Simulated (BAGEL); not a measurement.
**HF/6-31G(d) (density fitting with qzvpp-jkfit, spherical functions) run of SiBrF3 (SMILES F[Si](F)(F)Br)**

Aim: the vertical ionisation energy of SiBrF3 at HF/6-31G* (density fitting with qzvpp-jkfit, spherical functions), from 2 runs. 

The results are computed with BAGEL 1.2.2.

2 further runs of the same task are left out: 1 that didn't finish, 1 set aside as unsound or not needed.

## (1) The system as given

The species is SiBrF3 (5 atoms), meant as a singlet with charge 0. As SMILES, `F[Si](F)(F)Br`. The shape is that of a PBE0-D4/def2-TZVP optimisation.

Bond lengths: F1–Si2 1.568 Å, Si2–F3 1.567 Å, Si2–F4 1.567 Å, Si2–Br5 2.162 Å. Angles: F1–Si2–F3 108.3°, F1–Si2–F4 108.4°, F1–Si2–Br5 110.6°, F3–Si2–F4 108.4°, F3–Si2–Br5 110.6°, F4–Si2–Br5 110.6°.

## (2) The energy at HF/6-31G(d) (density fitting with qzvpp-jkfit, spherical functions)

File hf.json:

```json
{ "bagel" : [

{
  "title" : "molecule",
  "basis" : "6-31gs.json",
  "df_basis" : "qzvpp-jkfit",
  "angstrom" : "true",
  "geometry" : [
    { "atom" : "F", "xyz" : [      -0.029000,       0.035600,       1.596600 ] },
    { "atom" : "Si", "xyz" : [       0.067100,      -0.086300,       0.036800 ] },
    { "atom" : "F", "xyz" : [      -0.416000,      -1.518900,      -0.376900 ] },
    { "atom" : "F", "xyz" : [       1.570800,       0.066500,      -0.378400 ] },
    { "atom" : "Br", "xyz" : [      -1.143000,       1.429400,      -0.919600 ] }
  ]
},

{
  "title" : "hf",
  "charge" : 0
},

{
  "title" : "print",
  "file" : "orbitals.molden",
  "orbitals" : "true"
}

]}
```

The basis set 6-31G* is read from a file made from the Basis Set Exchange's data (not shown).

Command:

```sh
$ BAGEL_NUM_THREADS=1 BAGEL hf.json > hf.out
```

What it wrote:

```text
* using 1 threads per process

  ===============================================================
  ===============================================================

  *** Geometry ***

  { "atom" : "F", "xyz" : [     -0.054802,      0.067274,      3.017137 ] },
  { "atom" : "Si", "xyz" : [      0.126801,     -0.163083,      0.069542 ] },
  { "atom" : "F", "xyz" : [     -0.786126,     -2.870305,     -0.712238 ] },
  { "atom" : "F", "xyz" : [      2.968382,      0.125667,     -0.715072 ] },
  { "atom" : "Br", "xyz" : [     -2.159957,      2.701175,     -1.737792 ] },

  Number of auxiliary basis functions:      625

  Since a DF basis is specified, we compute 2- and 3-index integrals:
    o Being stored without compression. Storage requirement is 0.042 GB

  Number of basis functions:       92
  Number of electrons      :       76

    * METHOD: MOLECULE                             0.48

  *** RHF ***

  === Nuclear Repulsion ===
   460.2245395908

      * DIIS with orbital gradients will be used.

  === RHF iteration (6-31gs.json) ===
      0      -3159.31700928          0.02079732           0.19
      1      -3159.48729065          0.01301881           0.18
      2      -3159.58306205          0.00057347           0.18
      3      -3159.58347608          0.00015333           0.18
      4      -3159.58349549          0.00004122           0.18
      5      -3159.58349701          0.00000942           0.18
      6      -3159.58349715          0.00000293           0.18
      7      -3159.58349717          0.00000063           0.18
      8      -3159.58349717          0.00000014           0.18
      9      -3159.58349717          0.00000004           0.18
     10      -3159.58349717          0.00000002           0.18
     11      -3159.58349717          0.00000000           0.18
    * SCF iteration converged.

    * Permanent dipole moment:
           (    0.123216,    -0.154289,     0.097626) a.u.

    * METHOD: HF                                   2.51

    * METHOD: PRINT                                0.02

  ===============================================================
```

It took 3.3 s on 1 thread of Arm Neoverse V1, shared host; peak memory 0.18 GiB.

## (3) The doublet cation at the same level

File hf.json:

```json
{ "bagel": [

{
  "title": "molecule",
  "basis": "6-31gs.json",
  "df_basis": "qzvpp-jkfit",
  "angstrom": "true",
  "geometry": [
    { "atom": "F", "xyz": [   -0.029000,    0.035600,    1.596600 ] },
    { "atom": "Si", "xyz": [    0.067100,   -0.086300,    0.036800 ] },
    { "atom": "F", "xyz": [   -0.416000,   -1.518900,   -0.376900 ] },
    { "atom": "F", "xyz": [    1.570800,    0.066500,   -0.378400 ] },
    { "atom": "Br", "xyz": [   -1.143000,    1.429400,   -0.919600 ] }
  ]
},
{ "title": "uhf", "charge": 1, "nopen": 1 },
{ "title": "print", "file": "orbitals.molden", "orbitals": "true" }

]}
```

The basis set 6-31G* is read from a file made from the Basis Set Exchange's data (not shown).

Command:

```sh
$ BAGEL_NUM_THREADS=1 BAGEL hf.json > hf.out
```

What it wrote:

```text
* using 1 threads per process

  ===============================================================
  ===============================================================

  *** Geometry ***

  { "atom" : "F", "xyz" : [     -0.054802,      0.067274,      3.017137 ] },
  { "atom" : "Si", "xyz" : [      0.126801,     -0.163083,      0.069542 ] },
  { "atom" : "F", "xyz" : [     -0.786126,     -2.870305,     -0.712238 ] },
  { "atom" : "F", "xyz" : [      2.968382,      0.125667,     -0.715072 ] },
  { "atom" : "Br", "xyz" : [     -2.159957,      2.701175,     -1.737792 ] },

  Number of auxiliary basis functions:      625

  Since a DF basis is specified, we compute 2- and 3-index integrals:
    o Being stored without compression. Storage requirement is 0.042 GB

  Number of basis functions:       92
  Number of electrons      :       76

    * METHOD: MOLECULE                             0.48

  *** Open-shell HF ***

  === Nuclear Repulsion ===
   460.2245395908

      * DIIS with orbital gradients will be used.

  === UHF iteration (6-31gs.json) ===
      0      -3158.83760996          0.04438695           0.38
      1      -3159.04554085          0.02881036           0.36
      2      -3159.11804317          0.01787773           0.36
      3      -3159.16404242          0.00051766           0.37
      4      -3159.16418284          0.00013899           0.37
      5      -3159.16419408          0.00003182           0.37
      6      -3159.16419529          0.00001131           0.36
      7      -3159.16419555          0.00000433           0.36
      8      -3159.16419561          0.00000109           0.37
      9      -3159.16419562          0.00000044           0.37
     10      -3159.16419563          0.00000023           0.37
     11      -3159.16419563          0.00000012           0.37
     12      -3159.16419563          0.00000007           0.37
     13      -3159.16419563          0.00000004           0.37
     14      -3159.16419563          0.00000003           0.37
     15      -3159.16419563          0.00000002           0.37
     16      -3159.16419563          0.00000001           0.37
    * SCF iteration converged.

    * S^2 (UHF) is 0.7570

    * Permanent dipole moment:
           (    1.109551,    -1.397366,     0.874608) a.u.

    * METHOD: UHF                                  6.59

    * METHOD: PRINT                                0.02

  ===============================================================
```

Run time: 7.5 s. Hardware: 1 thread of Arm Neoverse V1, shared host; peak memory 0.18 GiB.

## (4) Results

Level: HF/6-31G* (density fitting with qzvpp-jkfit, spherical functions).

| quantity | value |
| --- | --- |
| singlet SiBrF3: total energy | -3159.58350 Eh |
| singlet SiBrF3: dipole moment | 0.56 D |
| singlet SiBrF3: HOMO energy | -12.65 eV |
| singlet SiBrF3: LUMO energy | 3.96 eV |
| singlet SiBrF3: HOMO–LUMO gap | 16.61 eV |
| doublet cation: total energy | -3159.16420 Eh |
| doublet cation: ⟨S²⟩ | 0.757 |
| vertical ionisation energy (to the doublet cation) | 11.410 eV |

The vertical ionisation energy comes to 11.41 eV (1101 kJ/mol). −ε(HOMO) before ionisation, 12.65 eV, is 1.24 eV above this ionisation energy.
